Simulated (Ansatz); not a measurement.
# BClH₃NSi: up Jacob's ladder to CCSD(T)

An exercise on one series of results from a longer session: the logs are not shown, and one member is left open.

Program: Ansatz 0.2.0, Gaussian basis. Level of theory: functionals in def2-TZVPP, the program's frozen cores in correlated methods. These are calculated values, not measurements.

The runs, in order: LDA (SPW92), PBE-D4, revPBE-D4, BLYP-D4, r2SCAN-D4, B97M-V, PBE0-D4, B3LYP-D4, r2SCANh-D4, r2SCAN0-D4, HSE06-D4, BHLYP-D4, CAM-B3LYP-D4, LC-ωPBE, ωB97X-V, ωB97M-V, B2PLYP, PBE-QIDH; CCSD(T)/def2-SVP; CCSD(T)/def2-TZVPP; MP2/def2-QZVPP; extrapolation to the limit; RPA on PBE.

### Structure used throughout

The geometry comes from an earlier relaxation with PBE0-D4 in a triple-zeta def2 set; it is a stationary point, not always the lowest conformer.

SMILES `ClB1N[SiH2]1`, 7 atoms, charge 0, spin multiplicity 1.

Atoms are counted from 1 here; the program's logs count them from 0.

Bond lengths: Cl1–B2 1.734 Å, B2–N3 1.377 Å, B2–Si4 1.920 Å, N3–Si4 1.762 Å, N3–H5 1.009 Å, Si4–H6 1.485 Å, Si4–H7 1.485 Å. Angles: Cl1–B2–N3 135.9°, Cl1–B2–Si4 162.0°, N3–B2–Si4 62.0°, B2–N3–Si4 74.3°, B2–N3–H5 138.4°, Si4–N3–H5 147.3°, B2–Si4–N3 43.7°, B2–Si4–H6 125.2°, B2–Si4–H7 125.2°, N3–Si4–H6 115.5°, N3–Si4–H7 115.5°, H6–Si4–H7 109.6°.

The first run:

Input file in.yaml:

```yaml
crystal:
  periodic: [false, false, false]
  atoms:
    - {symbol: Cl, position_ang: [-0.214857, -2.313216, 1.558393]}
    - {symbol: B, position_ang: [-0.088679, -0.856130, 0.626122]}
    - {symbol: N, position_ang: [0.229678, -0.538482, -0.675407]}
    - {symbol: Si, position_ang: [-0.108309, 0.996142, 0.120829]}
    - {symbol: H, position_ang: [0.494083, -1.014199, -1.525004]}
    - {symbol: H, position_ang: [-1.294825, 1.732115, -0.385018]}
    - {symbol: H, position_ang: [1.044109, 1.925870, 0.234385]}
basis:
  gaussian: {orbitals: def2-TZVPP}
hamiltonian: {xc: lda}
output: {orbitals: {seedname: orbitals}}
```

On the command line:

```console
$ ansatz run in.yaml --threads 2 --pin off --events-out ev --progress --plain --max-ram 4352MiB
```

Among the steps run: LDA; PBE-D4 (GGA); revPBE-D4 (GGA); BLYP-D4 (GGA); r2SCAN-D4 (meta-GGA); B97M-V (meta-GGA); PBE0-D4 (hybrid); B3LYP-D4 (hybrid); r2SCANh-D4 (hybrid); r2SCAN0-D4 (hybrid); HSE06-D4 (hybrid); BHLYP-D4 (hybrid); CAM-B3LYP-D4 (range-separated); LC-ωPBE (range-separated); ωB97X-V (range-separated); ωB97M-V (range-separated); B2PLYP (double hybrid); PBE-QIDH (double hybrid).

One of the session's tables, all rows but one given; the rest of the session is left out.

```
  functional  HOMO (eV)  gap (eV)
 LDA (SPW92)      -6.24      4.73
      PBE-D4      -6.13      4.80
   revPBE-D4      -6.09      4.84
     BLYP-D4      -5.99      4.78
   r2SCAN-D4      -6.36      5.34
      B97M-V      -6.43      5.27
     PBE0-D4      -7.26      6.76
    B3LYP-D4      -7.06      6.34
  r2SCANh-D4      -6.77      6.04
  r2SCAN0-D4      -7.40      7.09
    HSE06-D4      -6.86      5.99
    BHLYP-D4      -8.28      8.63
CAM-B3LYP-D4      -8.55      9.04
     LC-ωPBE          ?         ?
     ωB97X-V      -9.53     11.04
     ωB97M-V      -9.33     10.54
```

Q: Estimate the row for LC-ωPBE from the others.

The run gave: HOMO (eV): -9.86; gap (eV): 11.51. In the column «HOMO (eV)» it is the lowest.
